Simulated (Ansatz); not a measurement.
Working through a saddle search for pyramidal inversion of GeH5P, SMILES [PH2][GeH3]

Computed with the Python package of Ansatz (0.2.0).

Notebook, run cell by cell (the value of a cell's last expression is shown):

In [1]:
```python
import itertools
import warnings

import ansatz as az
from ase.data import atomic_numbers, covalent_radii
import numpy as np
```

In [2]:
```python
BASIS = 'def2-SVP'
XC = 'b3lyp'
```

In [3]:
```python
warnings.simplefilter('ignore', az.DeckWarning)
```

In [4]:
```python
molecule = (
    az.Crystal.molecule()
    .atom('P', [1.2514, -0.1182, 0.8649])
    .atom('Ge', [-0.8098, 0.186, -0.0729])
    .atom('H', [1.9433, 0.5939, -0.1955])
    .atom('H', [1.4386, -1.425, 0.2589])
    .atom('H', [-1.8386, -0.734, 0.6326])
    .atom('H', [-1.2386, 1.6664, 0.0923])
    .atom('H', [-0.7464, -0.1691, -1.5804])
)
```

In [5]:
```python
setup = molecule.calculation().basis(gaussian=BASIS).functional(XC)
symbols = [site.symbol for site in molecule.cartesian_sites]
start = np.array([site.position_ang for site in molecule.cartesian_sites], dtype=float)
r = setup.relax(force_tolerance=0.005, max_steps=100).run(threads=1, backend='cpu').report
end = np.array(r['positions_ang'])
```

In [6]:
```python
# start with the apex atom pushed most of the way into the plane of its neighbours
a, b, d = end[[1, 2, 3]]
normal = np.cross(b - a, d - a)
normal /= np.linalg.norm(normal)
flat = end.copy()
flat[0] -= 0.8 * ((end[0] - a) @ normal) * normal
guess = np.zeros_like(flat)
guess[0] = normal
near = az.Crystal.molecule()
for symbol, place in zip(symbols, flat):
    near = near.atom(symbol, place.tolist())
search = (
    near.calculation()
    .basis(gaussian=BASIS)
    .functional(XC)
    .saddle(mode_guess=guess.tolist(), force_tolerance=0.01, max_steps=40)
)
steps = []
top = search.session().plan().execute(on_event=lambda e: steps.append(e['data']) if e['event'] == 'saddle_step' else None).report
for s in steps:
    print(f'step {s["step"]:2d}  E = {s["lagrangian_ev"]:.5f} eV  force {s["allowed_force_max_ev_ang"]:.4f} eV/A  curvature {s["curvature_ev_ang2"]:.3f} eV/A^2')
print(f'minimum {r["free_energy_ev"]:.5f} eV, saddle {top["free_energy_ev"]:.5f} eV')
print(f'electronic barrier {(top["free_energy_ev"] - r["free_energy_ev"]):.2f} eV')
saddle = np.array(top['positions_ang'])
# pairs closer than 1.2 times the sum of covalent radii, before or after
radius = [covalent_radii[atomic_numbers[s]] for s in symbols]
span = lambda where, i, j: np.linalg.norm(where[i] - where[j])
bonded = [(i, j) for i, j in itertools.combinations(range(len(symbols)), 2) if min(span(end, i, j), span(saddle, i, j)) < 1.2 * (radius[i] + radius[j])]
print('pair        before    after (A)')
for i, j in bonded:
    print(f'{symbols[i]}{i}-{symbols[j]}{j}'.ljust(10), f'{span(end, i, j):8.4f} {span(saddle, i, j):8.4f}')
```
```text
step  1  E = -65876.29420 eV  force 10.8290 eV/A  curvature -37.610 eV/A^2
step  2  E = -65877.98292 eV  force 4.7794 eV/A  curvature -23.444 eV/A^2
step  3  E = -65878.73893 eV  force 1.6641 eV/A  curvature -14.619 eV/A^2
step  4  E = -65878.92664 eV  force 0.2952 eV/A  curvature -10.401 eV/A^2
step  5  E = -65878.93512 eV  force 0.1429 eV/A  curvature -10.505 eV/A^2
step  6  E = -65878.93593 eV  force 0.0705 eV/A  curvature -10.369 eV/A^2
step  7  E = -65878.93632 eV  force 0.0250 eV/A  curvature -10.286 eV/A^2
step  8  E = -65878.93643 eV  force 0.0078 eV/A  curvature -10.250 eV/A^2
step  9  E = -65878.93643 eV  force 0.0002 eV/A  curvature -10.246 eV/A^2
minimum -65880.16277 eV, saddle -65878.93667 eV
electronic barrier 1.23 eV
pair        before    after (A)
P0-Ge1       2.3510   2.2647
P0-H2        1.4303   1.3981
P0-H3        1.4303   1.3981
Ge1-H4       1.5428   1.5408
Ge1-H5       1.5428   1.5408
Ge1-H6       1.5443   1.5465
```

Reading the output:
- Total energies depend on the basis set; only differences at equal settings carry meaning.
- The energies are electronic: no zero-point or thermal terms, and the basis set is short of its limit. No separate frequency run checks the order of the saddle point.
- b3lyp holds the VWN-RPA fit, as in Gaussian; the form of ORCA and Turbomole is b3lyp5.
- The script silences the warnings on its input, which a real study should read.
- Finished in 100 s on 1 thread of Arm Neoverse V2, with other jobs on the host, peak memory 0.23 GiB.
